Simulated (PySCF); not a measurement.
# H4NdO2 (Nd(H2O)23+): the cost of one run

Computed with PySCF 2.14.0. Level: PBE0, Nd lcecp-1-SVP with ECP49, O def2-SVP, H def2-SVP; scalar-relativistic core potentials, no spin–orbit coupling.

1 further run of the same task is left out (for a known fault of the program).

**1. The system as given**

7 atoms, charge 3, spin multiplicity 1.

Bond lengths: Nd1–O2 2.522 Å, Nd1–O5 2.522 Å, O2–H3 0.970 Å, O2–H4 0.970 Å, O5–H6 0.970 Å, O5–H7 0.970 Å. Angles: O2–Nd1–O5 180.0°, Nd1–O2–H3 127.5°, Nd1–O2–H4 127.5°, H3–O2–H4 105.1°, Nd1–O5–H6 127.5°, Nd1–O5–H7 127.5°, H6–O5–H7 105.1°.

Coordinates:

```
Nd    0.0000    0.0000    0.0000
O     0.0000    0.0000    2.5225
H     0.5445    0.5445    3.1125
H    -0.5445   -0.5445    3.1125
O     0.0000    0.0000   -2.5225
H     0.5445   -0.5445   -3.1125
H    -0.5445    0.5445   -3.1125
```

Formal oxidation states: Nd +3. Each metal's 3 4f electrons lie in its core potential, so multiplicities, spins and levels count the valence alone.

**2. SCF at the start, singlet**

File run.py (the lines that set the calculation):

```python
mol = gto.M(atom='''
Nd     0.00000     0.00000     0.00000
O      0.00000     0.00000     2.52250
H      0.54450     0.54450     3.11250
H     -0.54450    -0.54450     3.11250
O      0.00000     0.00000    -2.52250
H      0.54450    -0.54450    -3.11250
H     -0.54450     0.54450    -3.11250''',
    basis={'Nd': 'lcecp-1-SVP', 'O': 'def2-SVP', 'H': 'def2-SVP'},
    ecp={'Nd': 'lcecp-1-SVP'},
    charge=3, spin=0)
mf = dft.RKS(mol, xc='PBE0')
mf.grids.atom_grid = (50, 194)  # f atoms: unpruned, at least (60, 302)
mf = mf.density_fit()  # fitting sets: Nd AutoAux, O def2-universal-JKFIT, H def2-universal-JKFIT
mf.conv_tol = 1e-08; mf.max_cycle = 55
mf.kernel(dm0)  # dm0: free metal ions and neutral atoms
```

The run is started by

```bash
$ OMP_NUM_THREADS=2 python run.py
```

What time and memory should one allow on 2 threads of Intel Xeon Platinum 8259CL at 2.50GHz (Skylake/Cascade Lake), shared host?

About 3.6 s, with a peak of 0.48 GiB.
